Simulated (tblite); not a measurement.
# C2H8FNSi2: the cost of one run

Computed with tblite 0.8.0 and PySCF 2.14.0, with density-fitted response routines of our own, on a single molecule in the gas phase. Atoms count from 0, in the outputs and in this text.

### 1 The starting structure

14 atoms, charge 0, multiplicity 1; geometry from: force field or distance geometry start.

Bonds of the start (Å): C0–C1 1.32, C1–N2 1.41, N2–Si3 1.80, N2–Si4 1.80, Si4–F5 1.67, C0–H6 1.08, C0–H7 1.10, C1–H8 1.08, Si3–H9 1.45, Si3–H10 1.47, Si3–H11 1.49, Si4–H12 1.48, Si4–H13 1.48.

### 2 Relaxing the molecule with GFN2-xTB

Job settings and geometry (Å):

```
{"job": {"kind": "relax", "xc": "GFN2-xTB", "basis": "xTB"}, "charge": 0, "multiplicity": 1}
C      2.141600    -0.315100    -0.532800
C      1.126500     0.517400    -0.447100
N     -0.173600     0.163500    -0.018000
Si    -1.246600    -0.926300    -0.963500
Si    -0.777400     0.879500     1.519900
F     -0.629800    -0.228300     2.757100
H      2.099800    -1.370000    -0.310000
H      3.110300     0.083400    -0.862700
H      1.316500     1.554900    -0.697200
H     -0.989200    -0.890100    -2.394600
H     -1.098400    -2.333600    -0.552200
H     -2.682400    -0.561000    -0.782000
H     -0.019000     2.086300     1.899500
H     -2.179100     1.339000     1.361300
```

The run is started by

```console
$ OMP_NUM_THREADS=1 python probes_run.py task.json out
```

This one command runs all jobs of the session in turn.

**Question.** How long does this first job take on 1 thread of Intel Xeon Platinum 8375C at 2.90GHz, shared host?

About 1.3 s.
